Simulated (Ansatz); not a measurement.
# Co3Ge2: element swaps in one structure

An exercise on one series of results from a longer session: the logs are not shown, and one member is left open.

Computed with Ansatz 0.2.0 (DFT PBEsol, scalar-relativistic, plane waves, PAW, unless a step's input says otherwise).

1 further run of the same task is left out (set aside as unsound or not needed).

### The system as given

It takes space group P-6m2 (No. 187, hexagonal). The conventional cell has a = 3.873 Å, b = 3.873 Å, c = 4.796 Å, α = 90.00°, β = 90.00°, γ = 120.00°. Co (site symmetry 3m) has 5 Co at 2.32 to 2.55 Å and 6 Ge at 2.52 to 2.55 Å as nearest neighbours. Around Co (site symmetry -6m2) lie 5 Ge at 2.24 to 2.40 Å and 6 Co at 2.55 Å. Ge (site symmetry -6m2) is surrounded by 8 Co at 2.40 to 2.52 Å. Ge (site symmetry -6m2) has 9 Co at 2.24 to 2.55 Å as nearest neighbours.

Coordinates:

```
Co Ge
1.0
     3.87313    0.00000    0.00000
    -1.93657    3.35423    0.00000
     0.00000    0.00000    4.79560
Co Ge
3 2
Direct
  0.66667 0.33333 0.24229
  0.66667 0.33333 0.75771
  0.00000 0.00000 0.50000
  0.00000 0.00000 0.00000
  0.33333 0.66667 0.50000
```

It goes back to an entry of the Materials Project, which need not be the stable form.

This cell was relaxed beforehand with the same method: volume 12.46 Å³/atom, gap on the mesh none (metal), site moments up to 0.8 μB.

Set-up of the first run:

Input file input.yaml:

```yaml
crystal:
  lattice:
    - [4.4869633809, 0.0, 0.0]
    - [-2.2434816904, 3.8858242737, 0.0]
    - [0.0, 0.0, 5.5556319277]
  atoms:
    - { symbol: Ca, position: [0.6666666667, 0.3333333333, 0.2422894061] }
    - { symbol: Ca, position: [0.6666666667, 0.3333333333, 0.7577105939] }
    - { symbol: Ca, position: [0.0, 0.0, 0.5] }
    - { symbol: Ge, position: [0.0, 0.0, 0.0] }
    - { symbol: Ge, position: [0.3333333333, 0.6666666667, 0.5] }
basis:
  ecutwfc: 420
kpoints:
  mp_grid: { grid: [6, 6, 4] }
hamiltonian:
  xc: pbesol
scf:
  occupations: { method: gaussian, width: 0.1 }
output:
  forces: true
  stress: true
  eigenvalues: true
```

The run is started by

```bash
ansatz run input.yaml --threads 1 --pin off --max-ram 2560MiB --backend cpu --events-out ev --progress --plain --runs-dir out
```

Steps of the session up to this table: Quick check of gap, pressure and forces (Ca3Ge2); A loose first relaxation (Ca3Ge2); Full relaxation (Ca3Ge2).

One of the session's tables, all rows but one given; the rest of the session is left out.

It belongs to the step «The crystals compared». Lengths are those of the vectors of the cell that was run:

```
   swap  volume (Å³/atom)  a (Å)  b (Å)  c (Å)  moment (μB/cell)
   none             12.46  3.873  3.873  4.796              1.85
Ge → Pb                 ?      ?      ?      ?                 ?
 Ge → C              8.75  2.976  2.976  5.704              0.00
Co → Cd             22.38  4.664  4.664  5.939              0.00
Co → Ca             28.41  4.850  4.850  6.974              0.00
```

**Question.** Estimate the row for Ge → Pb.

**Answer.** volume (Å³/atom): 16.23; a (Å): 4.291; b (Å): 4.291; c (Å): 5.089; moment (μB/cell): 2.80. In the column «volume (Å³/atom)» it lies between none (12.46) and Co → Cd (22.38).

Lengths are those of the computed cell. Rows of earlier swaps come from the sessions before.

Limits of these values: Warnings in the runs' records: seeded moment not kept.
